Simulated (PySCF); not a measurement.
# C7H11N: the cost of one run

Programs: PySCF 2.14.0, with routines of our own; each step states its level. All values are computed. Atoms count from 0.

### 1 The system as given

19 atoms, charge 0, multiplicity 1; geometry from: GFN2-xTB.

### 2 Vibronic structure: TDDFT BHandHLYP/def2-SVP

Job settings and geometry (Å):

```
{"job": {"kind": "vib", "xc": "BHandHLYP", "basis": "def2-SVP", "tda": false}, "charge": 0, "multiplicity": 1}
C     -2.884137     1.027657     0.418692
C     -2.006594     0.791507    -0.360052
C     -0.946985     0.487693    -1.299103
C      0.043957    -0.551168    -0.750521
C     -0.669459    -1.828473    -0.321047
C      0.832826     0.047999     0.422730
N      1.624510     1.147316    -0.038821
C      2.852595     1.185238     0.187615
H     -3.657159     1.247486     1.092814
H     -1.396030     0.114395    -2.224259
H     -0.398596     1.406693    -1.519927
H      0.756233    -0.789012    -1.549331
H     -1.359042    -1.618157     0.493235
H      0.046491    -2.576872     0.011721
H     -1.235781    -2.241317    -1.152725
H      0.118182     0.445106     1.151362
H      1.442537    -0.731616     0.910536
H      3.405216     0.417831     0.744937
H      3.421435     2.026945    -0.179828
```

With the program's defaults for keys left out, this is: TDDFT BHandHLYP/def2-SVP vertical-gradient vibronic structure (displaced harmonic oscillators, Condon), gas phase.

Command:

```sh
$ OMP_NUM_THREADS=1 python excited_run.py task.json out
```

This one command runs all jobs of the session in turn.

Q: Estimate the wall time and peak memory of this first job on 1 thread of Arm Neoverse V1, shared host.

About 43 s, with a peak of 0.88 GiB.
